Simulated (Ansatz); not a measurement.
# Sr3Zn: the cost of one run

Method: DFT PBE, scalar-relativistic, plane waves, PAW, in Ansatz 0.2.0.

## (1) Starting point

The structure is cubic, space group Pm-3m (No. 221). Conventional cell: a = 5.480 Å, b = 5.480 Å, c = 5.480 Å, α = 90.00°, β = 90.00°, γ = 90.00°. Sr (site symmetry 4/mmm) is surrounded by 8 Sr at 3.87 Å and 4 Zn at 3.87 Å. Around Zn (site symmetry m-3m) lie 12 Sr at 3.87 Å.

Structure file:

```cif
data_structure
_symmetry_space_group_name_H-M 'P 1'
_symmetry_Int_Tables_number 1
_cell_length_a 5.4799
_cell_length_b 5.4799
_cell_length_c 5.4799
_cell_angle_alpha 90.000
_cell_angle_beta 90.000
_cell_angle_gamma 90.000
_cell_volume 164.56
loop_
_atom_site_label
_atom_site_type_symbol
_atom_site_fract_x
_atom_site_fract_y
_atom_site_fract_z
_atom_site_occupancy
Sr1 Sr 0.50000 0.00000 0.50000 1
Sr2 Sr 0.50000 0.50000 0.00000 1
Sr3 Sr 0.00000 0.50000 0.50000 1
Zn1 Zn 0.00000 0.00000 0.00000 1
```

This is candidate A: structure listed in a database for this formula (Pm-3m, No. 221).

(A quick probe on a coarse mesh, which set the mesh and smearing, is not shown.)

## (3) Relaxing cell and atoms (candidate A)

Input file input.yaml:

```yaml
crystal:
  lattice:
    - [5.479942, 0.0, 0.0]
    - [0.0, 5.479942, 0.0]
    - [0.0, 0.0, 5.479942]
  atoms:
    - { symbol: Sr, position: [0.5, 0.0, 0.5] }
    - { symbol: Sr, position: [0.5, 0.5, 0.0] }
    - { symbol: Sr, position: [0.0, 0.5, 0.5] }
    - { symbol: Zn, position: [0.0, 0.0, 0.0] }
basis:
  ecutwfc: 420
kpoints:
  mp_grid: { grid: [8, 8, 8] }
hamiltonian:
  xc: pbe
scf:
  occupations: { method: gaussian, width: 0.1 }
output:
  forces: true
  stress: true
  eigenvalues: true
relax:
  adjacent_minimum: "off"
  f_tol: 0.01
  max_steps: 80
  cell: { stress_tol: 0.05 }
```

Command:

```console
> ansatz run input.yaml --threads 1 --pin off --max-ram 2560MiB --backend cpu --events-out ev --progress --plain --runs-dir out
```

Q: Estimate wall time and peak memory on 1 thread of AMD EPYC 9B45 (Zen 5), shared host.

About 11 s, with a peak of 0.51 GiB.
